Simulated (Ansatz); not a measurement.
I need a formation energy from the elements of ScF3 and its elements. Use the Ansatz DFT code, driven from Python. Use (first run): LDA, norm-conserving potentials, the default cutoff (1143 eV here), Gaussian smearing of 0.05 eV.

`formation_scf3.py`:
```python
"""Is ScF3 bound against its elements, after relaxing atoms and volume at fixed cell shape."""

from collections import Counter
from dataclasses import dataclass
import warnings

import ansatz as az
import numpy as np


@dataclass
class Settings:
    functional: str = "lda"
    scf_tol: float = 1e-05
    k_spacing: float = 0.39
    occupations: str = "gaussian"
    width_ev: float = 0.05


settings = Settings()

GASES = {"F2"}


def run_phase(name, crystal):
    calc = (
        crystal.calculation()
        .functional(settings.functional)
        .pseudopotentials("nc")
        .scf(tolerance=settings.scf_tol)
        .kpoints(spacing=settings.k_spacing)
        .occupations(settings.occupations, width=settings.width_ev)
        .stress()
    )
    if name in GASES:
        return calc.kpoints(1, 1, 1).relax(force_tolerance=0.03).run(threads=1)
    calc = calc.relax(force_tolerance=0.03, fix_cell=["shape"])
    return calc.run(threads=1)


def counts(outcome):
    return Counter(site.symbol for site in outcome.lattice.sites)

def formation_energy(outcome, mu):
    n = counts(outcome)
    return (outcome.report["energy_sigma0_ev"] - sum(k * mu[element] for element, k in n.items())) / sum(n.values())


def volume_per_atom(outcome):
    return abs(np.linalg.det(outcome.lattice.cell_ang)) / len(outcome.lattice.sites)

warnings.simplefilter("ignore", az.DeckWarning)

phases = {}
scf3 = (
    az.Lattice.from_parameters(5.244449, 5.244449, 14.1092215, alpha=90, beta=90, gamma=120)
    .space_group(167)
    .atom("Sc", (0.0, 0.0, 0.5))
    .atom("F", (0.93563333, 0.26896667, 0.41666667))
    .primitive()
)
phases["ScF3"] = scf3
sc = (
    az.Lattice.from_parameters(3.309, 3.309, 5.2733, alpha=90, beta=90, gamma=120)
    .space_group(194)
    .atom("Sc", (1 / 3, 2 / 3, 0.25))
)
phases["Sc"] = sc
f2 = (
    az.Lattice.orthorhombic(9.0, 9.5, 10.0)
    .space_group(47, hermann_mauguin="Pmmm")
    .atom("F", (0.5, 0.5, 0.429))
)
phases["F2"] = f2

done = {}
for name, crystal in phases.items():
    done[name] = run_phase(name, crystal)
    print(f"{name}: {done[name].report['energy_sigma0_ev']:.4f} eV, {len(done[name].lattice.sites)} atoms")

# energy of one atom in its reference phase
references = {"Sc": "Sc", "F": "F2"}
mu = {element: done[name].report["energy_sigma0_ev"] / len(done[name].lattice.sites) for element, name in references.items()}

target = done["ScF3"]
heat = formation_energy(target, mu)
for element, value in mu.items():
    print(f"mu({element}) = {value:.4f} eV from {references[element]}, {volume_per_atom(done[references[element]]):.2f} A^3/atom")
print(f"formation energy of ScF3: {heat:.4f} eV/atom = {96.4853 * heat:.1f} kJ/mol of atoms")
# gas references are bare DFT energies, without zero-point or fitted corrections
```

```console
$ python formation_scf3.py
ScF3: -6662.5847 eV, 8 atoms
Sc: -2632.0878 eV, 2 atoms
F2: -1332.2357 eV, 2 atoms
mu(Sc) = -1316.0439 eV from Sc, 22.59 A^3/atom
mu(F) = -666.1178 eV from F2, 427.50 A^3/atom
formation energy of ScF3: -4.2237 eV/atom = -407.5 kJ/mol of atoms
```

The formation energy is -4.224 eV an atom (-407.5 kJ per mole of atoms), so ScF3 lies below the reference phases. Other compounds of these elements, not run here, can lie lower still.

What to keep in mind:
- These settings explore the input space; cutoff and mesh may be short of convergence.
- The run is spin-unpolarised.
- For the metals among these phases the mesh is modest: differences between phases can be off by up to 40 meV an atom.
- The program warned that this SCF threshold is loose for forces or stresses.
- Atoms and volume are relaxed with the cell's shape held, which in cells of lower than cubic symmetry can hide stresses and shift volumes.
- The cells come from databases of deposited and of computed structures, and not all need be stable phases.
- The compound is the structure given, not necessarily its lowest; energies are at zero temperature, with no correction for gases. A semilocal functional's error on such energies is often 0.05 to 0.1 eV an atom, and 0.1 to 0.3 eV against gases such as O2 or F2.
- The script silences the warnings on its input, which a real study should read.
- It ran for 51 s on 1 thread of Arm Neoverse V2, with other jobs on the host, peak memory 1 GiB.
